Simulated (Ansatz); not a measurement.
# CH4FNSSi: up Jacob's ladder to CCSD(T)

How much do the methods differ for CH4FNSSi? The plan is to run it at one geometry with functionals of several rungs and with coupled cluster, and see how far each lands from CCSD(T) at the basis-set limit for the atomisation energy.

Method: functionals in def2-TZVPP, the program's frozen cores in correlated methods; program: Ansatz 0.2.0, Gaussian basis.

Plan: PBE-D4, r2SCAN-D4, PBE0-D4, B3LYP-D4, ωB97X-V, ωB97M-V, B2PLYP; CCSD(T)/def2-TZVPP; MP2/def2-QZVPP; extrapolation to the limit.

## 1. The geometry

All runs share one geometry, relaxed beforehand with PBE0-D4/def2-TZVP.

SMILES `N[Si]1(F)CS1`, 9 atoms, charge 0, spin multiplicity 1.

Atoms are counted from 1 here; the program's logs count them from 0.

Bond lengths: N1–Si2 1.680 Å, N1–H6 1.004 Å, N1–H7 1.005 Å, Si2–F3 1.589 Å, Si2–C4 1.818 Å, Si2–S5 2.058 Å, C4–S5 1.913 Å, C4–H8 1.086 Å, C4–H9 1.086 Å. Angles: Si2–N1–H6 122.9°, Si2–N1–H7 122.9°, H6–N1–H7 114.3°, N1–Si2–F3 105.9°, N1–Si2–C4 127.8°, N1–Si2–S5 121.1°, F3–Si2–C4 116.0°, F3–Si2–S5 121.9°, C4–Si2–S5 58.8°, Si2–C4–S5 66.9°, Si2–C4–H8 121.8°, Si2–C4–H9 121.0°, S5–C4–H8 111.7°, S5–C4–H9 111.6°, H8–C4–H9 113.1°, Si2–S5–C4 54.3°.

## 2. PBE-D4 (GGA)

The input, in.yaml:

```yaml
crystal:
  periodic: [false, false, false]
  atoms:
    - {symbol: N, position_ang: [0.311248, 0.415199, 1.600201]}
    - {symbol: Si, position_ang: [0.315857, -0.399121, 0.130599]}
    - {symbol: F, position_ang: [1.742815, -1.089756, 0.018650]}
    - {symbol: C, position_ang: [-0.441629, 0.126458, -1.436056]}
    - {symbol: S, position_ang: [-1.388134, -1.303167, -0.587615]}
    - {symbol: H, position_ang: [-0.532600, 0.713826, 2.055005]}
    - {symbol: H, position_ang: [1.152734, 0.646649, 2.098321]}
    - {symbol: H, position_ang: [-1.048634, 1.024301, -1.505808]}
    - {symbol: H, position_ang: [-0.023157, -0.180688, -2.390398]}
basis:
  gaussian: {orbitals: def2-TZVPP}
hamiltonian: {xc: pbe, dispersion: d4}
output: {forces: true, orbitals: {seedname: orbitals}}
```

Started as:

```sh
$ ansatz run in.yaml --threads 4 --pin off --events-out ev --progress --plain --max-ram 10444MiB
```

The runs that follow: r2SCAN-D4 (meta-GGA); PBE0-D4 (hybrid); B3LYP-D4 (hybrid); ωB97X-V (range-separated); ωB97M-V (range-separated); B2PLYP (double hybrid); CCSD(T) in def2-TZVPP; MP2 in def2-QZVPP.

**Question.** What will the summary of the whole plan be? Wanted: atomisation energy, CCSD(T)/CBS; farthest; mean size of error, hybrid; mean size of error, range-separated; gap, smallest and largest; T1 diagnostic; triples share of the correlation energy.

The runs gave:

| quantity | value |
| --- | --- |
| atomisation energy, CCSD(T)/CBS | 35.404 eV |
| functionals within 0.177 eV (0.5 %) | r2SCAN-D4, PBE0-D4, ωB97X-V, ωB97M-V |
| farthest | PBE-D4 (+0.741 eV) |
| mean size of error, hybrid | 0.115 eV |
| mean size of error, range-separated | 0.162 eV |
| gap, smallest and largest | 4.95 eV (PBE-D4), 11.62 eV (ωB97X-V) |
| T1 diagnostic | 0.0114 |
| triples share of the correlation energy | 3.9 % |

In words: PBE-D4 is off by +0.741 eV, about 0.082 eV a bond. Double hybrids carry the basis error of their MP2 part in triple zeta, and no dispersion term here, so their miss is partly the set-up's. Misses under about 0.177 eV are within the doubt on the reference itself, which lacks core-valence correlation, relativity and higher excitations. Hartree-Fock recovers 70 % of the binding; the rest is correlation. The gap grows from 5.0 to 11.6 eV across the functionals, mostly with the share of exact exchange.
